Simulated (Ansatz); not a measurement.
# YSiF2: what a guessed cell relaxes into, part 2 of 2

The task: take a trial cell of YSiF2 to zero force and stress.

Ansatz 0.2.0; DFT PBE, scalar-relativistic, plane waves, PAW. Earlier steps stand in the parts before.

**4. Final relaxation**

The end of the coarse run is made exact in the group found at a tolerance of 0.06 Å and reduced to its primitive cell.

input.yaml reads:

```yaml
crystal:
  lattice:
    - [3.8312569033, 0.0, 0.0]
    - [-1.9156284516, 3.3179658067, 0.0]
    - [0.0, 0.0, 6.1933682382]
  atoms:
    - { symbol: "Y", position: [0.0, 0.0, 0.5] }
    - { symbol: Si, position: [0.0, 0.0, 0.0] }
    - { symbol: F, position: [0.3333333333, 0.6666666667, 0.4126642869] }
    - { symbol: F, position: [0.6666666667, 0.3333333333, 0.5873357131] }
basis:
  ecutwfc: 420
kpoints:
  mp_grid: { grid: [15, 15, 8] }
hamiltonian:
  xc: pbe
scf:
  occupations: { method: gaussian, width: 0.1 }
output:
  forces: true
  stress: true
  eigenvalues: true
  write_density: true
  write_potential: true
  elf: true
  volumetric_format: npy
relax:
  adjacent_minimum: "off"
  f_tol: 0.01
  max_steps: 80
  cell: { stress_tol: 0.05 }
```

Launch:

```bash
> ansatz run input.yaml --threads 1 --pin off --max-ram 2048MiB --backend cpu --events-out ev --progress --plain --runs-dir out
```

What it wrote, shortened:

```text
Warning: RAYON_NUM_THREADS=1 ignored (pool sized by the plan → 1); use --threads N
[...]
Pseudopotentials: kind: paw
Pseudopotential: Y, paw, valence charge 11, recommended cutoff 420 eV (normal), Y.paw.azcp
Pseudopotential: Si, paw, valence charge 4, recommended cutoff 420 eV (normal), Si.paw.azcp
Pseudopotential: F, paw, valence charge 7, recommended cutoff 420 eV (normal), F.paw.azcp
Functional definition: PBE
[...]
Crystal: 4 atoms, lattice volume = 78.730 Å³
Basis set: ecut = 420 eV, 1545 PW (Γ), exchange–correlation on 54×54×90 points (8 copies of the dense FFT grid, shifted against one another)
Bands: 19, of which v1, the nominal top of the filled ones, is band 15 counted from 1 (14 counted from 0)
Symmetry: 12 space group operations
Space group: P-3m1 (ITA 164), of the structure as read, at distance tolerance 4.3e-5 Å
k-points: 192 of 1800
[...]
  k-point 0: bands = ["-37.0825", "-19.3360", "-18.7633", "-17.0418", "-17.0418", "-16.6330", "-2.1798", "-2.1798", "-1.4166", "-0.2302", "0.1691", "0.5536", "0.5536", "5.8838", "8.9562", "9.0899", "9.0899", "9.4308", "9.4308"]
[...]
--- Relaxed structure (3 steps of the walk, 3 accepted, 1 SCFs on fresh bases) ---
  F+E_penalty+E_count = -6104.39433350 eV   max|allowed force component| = 2.847e-4 eV/Å   (the final SCF, on the basis selected at the relaxed cell)
  cell:  # Å, volume = 79.1864 Å³
    - [3.830709835206388, -2.8863312556077027e-11, -1.54945003133444e-33]
    - [-1.9153549175781976, 3.3174920318300645, -1.9090011624437715e-33]
    - [-2.5047431830003562e-33, -5.0094863660007124e-33, 6.231052577185301]
  atoms:
    - { symbol: Y, position: [7.668665133258959e-36, 1.4813696097551552e-35, 0.5] }
    - { symbol: Si, position: [2.064886244199375e-36, 1.5116016426184535e-36, -1.2868893973670072e-85] }
    - { symbol: F, position: [0.33333333333333337, 0.6666666666666669, 0.4129727213581378] }
    - { symbol: F, position: [0.6666666666666667, 0.3333333333333333, 0.5870272786418623] }
```

Run time: 74 s. Hardware: 1 thread of Arm Neoverse V2, shared host; peak memory 0.52 GiB.

The steps of the relaxation:

```
step  energy from step 1 (eV/cell)  largest force component (eV/Å)  pressure (GPa)  volume (Å³)
   1                        0.0000                          0.0001            0.27        78.73
   2                        0.0001                          0.0035           -0.08        79.29
   3                       -0.0001                          0.0004            0.00        79.19
   4                       -0.0011                          0.0003            0.02        79.19
```

Step 1 is the start. Step 4 repeats the geometry before it on a plane-wave basis chosen anew for that cell, so its energy need not be comparable with the rows above.

|  | before | after | change |
| --- | --- | --- | --- |
| a (Å) | 3.831 | 3.831 | 0.0 % |
| b (Å) | 3.831 | 3.831 | 0.0 % |
| c (Å) | 6.193 | 6.231 | +0.6 % |
| volume (Å³/atom) | 19.68 | 19.80 | +0.6 % |
| shortest distance (Å) | 2.277 | 2.277 | 0.0 % |
| space group (0.01 Å) | P-3m1 | P-3m1 | same |

Forces and stress were held to the start's 12 operations: a distortion of lower symmetry was not tested.

Density in a lattice plane of the grid's cell (edges 3.83 and 6.23 Å, at 0.000 of the third edge), which holds Y and Si.

Ten even steps from ' ' (0.03 e/Å³) to '@' (3.58 e/Å³):
```
                            
....                      ..
..                          
                            
                            
                            
::..                      ..
##++--..              ..--++
@@@@**::              ::**@@
%%@@%%--              --%%@@
@@@@**::              ::**@@
##++--..              ..--++
::..                      ..
                            
                            
                            
..                          
....                      ..
                            
                            
```
Columns run along the first of these edges and rows up along the second, over one cell in 14 and 20 even steps from the bottom left corner. Atoms in the plane (fractional): Y at (0.00, 0.50), Si at (0.00, 1.00).

ELF in the same plane.

Ten even steps from ' ' (0.03) to '@' (0.95):
```
****##%%##++--..--++##%%##**
%%%%@@%%##++::..::++##%%@@%%
@@@@@@%%**--..  ..--**%%@@@@
@@@@%%##==..      ..==##%%@@
**++++--..          ..--++++
::::..                  ..::
****--      ......      --**
%%%%##--    ......    --##%%
**%%%%**..          ..**%%%%
--**%%##::          ::##%%**
**%%%%**..          ..**%%%%
%%%%##--    ......    --##%%
****--      ......      --**
::::..                  ..::
**++++--..          ..--++++
@@@@%%##==..      ..==##%%@@
@@@@@@%%**--..  ..--**%%@@@@
%%%%@@%%##++::..::++##%%@@%%
****##%%##++--..--++##%%##**
##**++####++--::--++####++**
```
Columns run along the first of these edges and rows up along the second, over one cell in 14 and 20 even steps from the bottom left corner. Atoms in the plane (fractional): Y at (0.00, 0.50), Si at (0.00, 1.00).

Both are smooth fields of the valence electrons: close to the nuclei they are not physical.

The highest ELF values outside the cores: 0.96 in the shell around Si, 1.0 Å from Si; 0.82 in the shell around F, 0.6 Å from F.

**5. Changing settings: mp_grid.grid [8, 8, 4], xc r2scan, accuracy medium, ecutwfc left out**

input.yaml: that of step 4 with these lines changed.

```diff
@@ -10,8 +10,6 @@
     - { symbol: F, position: [0.6666666667, 0.3333333333, 0.5873357131] }
-basis:
-  ecutwfc: 420
 kpoints:
-  mp_grid: { grid: [15, 15, 8] }
+  mp_grid: { grid: [8, 8, 4] }
 hamiltonian:
-  xc: pbe
+  xc: r2scan
 scf:
@@ -20,8 +18,4 @@
   forces: true
+  eigenvalues: true
   stress: true
-  eigenvalues: true
-  write_density: true
-  write_potential: true
-  elf: true
-  volumetric_format: npy
 relax:
@@ -31 +25,2 @@
   cell: { stress_tol: 0.05 }
+accuracy: medium
```

Launch:

```bash
> ansatz run input.yaml --threads 1 --pin off --max-ram 2048MiB --backend cpu --events-out ev --progress --plain --runs-dir out
```

What it wrote, shortened:

```text
Warning: RAYON_NUM_THREADS=1 ignored (pool sized by the plan → 1); use --threads N
[...]
[... 1 set-up line as earlier in the session ...]
Pseudopotential: Y, paw, valence charge 11, recommended cutoff 500 eV (meta_gga), Y.paw.azcp
Pseudopotential: Si, paw, valence charge 4, recommended cutoff 500 eV (meta_gga), Si.paw.azcp
Pseudopotential: F, paw, valence charge 7, recommended cutoff 500 eV (meta_gga), F.paw.azcp
Functional definition: r2SCAN
[...]
Crystal: 4 atoms, lattice volume = 78.730 Å³
Basis set: ecut = 500 eV, 1985 PW (Γ), exchange–correlation on 120×120×192 points (64 copies of the dense FFT grid, shifted against one another)
Bands: 19, of which v1, the nominal top of the filled ones, is band 15 counted from 1 (14 counted from 0)
[... 2 set-up lines as earlier in the session ...]
k-points: 35 of 256
[...]
  k-point 0: bands = ["-38.3804", "-20.8942", "-20.1992", "-17.6685", "-17.6685", "-17.3723", "-2.6278", "-2.6278", "-1.8236", "-0.6604", "-0.1770", "0.2520", "0.2520", "5.8571", "9.3558", "9.5641", "9.5641", "9.6894", "9.6894"]
[...]
--- Relaxed structure (3 steps of the walk, 3 accepted, 1 SCFs on fresh bases) ---
  F+E_penalty+E_count = -6122.08314253 eV   max|allowed force component| = 5.857e-4 eV/Å   (the final SCF, on the basis selected at the relaxed cell)
  cell:  # Å, volume = 78.0528 Å³
    - [3.818371879683838, -2.8770349296699555e-11, 4.9352852849842615e-33]
    - [-1.909185939817003, 3.306807048916727, 6.875700347965364e-33]
    - [7.978070879186321e-33, 1.7440434014965443e-32, 6.181611003340309]
  atoms:
    - { symbol: Y, position: [-7.050263662727288e-36, -3.6278439423017464e-36, 0.5] }
    - { symbol: Si, position: [4.369302349604733e-35, -2.7813470223468904e-35, -3.0885345536808174e-84] }
    - { symbol: F, position: [0.33333333333333326, 0.6666666666666667, 0.4163622008275724] }
    - { symbol: F, position: [0.6666666666666667, 0.3333333333333333, 0.5836377991724276] }
```

It took 36 s on 1 thread of Arm Neoverse V2, shared host; peak memory 0.56 GiB.

```
    run     ending   energy change  pressure (GPa)  gap (eV)  force (eV/Å)  cycles  time
 step 4  converged               -             0.0      0.00          0.00       -  74 s
variant  converged  not comparable             0.0      0.00          0.00       -  36 s
```

A change of functional puts the total energy on another scale; the final volume goes from 79.19 to 78.05 Å³. The k-point mesh, accuracy level and cutoff changed too.

**6. Results**

This closing draws on all 2 parts. Changes of volume or cell count from the first structure of part 1.

```
                                                              quantity                                                                       value
                                symmetry at the end (tolerance 0.05 Å)                                                 space group P-3m1 (No. 164)
                                                     conventional cell  a = 3.831 Å, b = 3.831 Å, c = 6.231 Å, α = 90.00°, β = 90.00°, γ = 120.00°
                                                                volume                                                               19.80 Å³/atom
energy over the elements (uncorrected; H, N, O, F and Cl as molecules)                                                               -2.18 eV/atom
                                                       gap on the mesh                                                                none (metal)
```

**Reading.** The space group P-3m1 (No. 164) is kept, and the volume per atom grows by 35.8 % from the first guess. It lies below the elements, which doesn't yet make it stable: competing phases were not computed in this session. No finished test with a distortion of lower symmetry is shown, so the end may be a saddle point. The final runs have no spin polarisation, so no magnetic state was tried and one may lie lower.
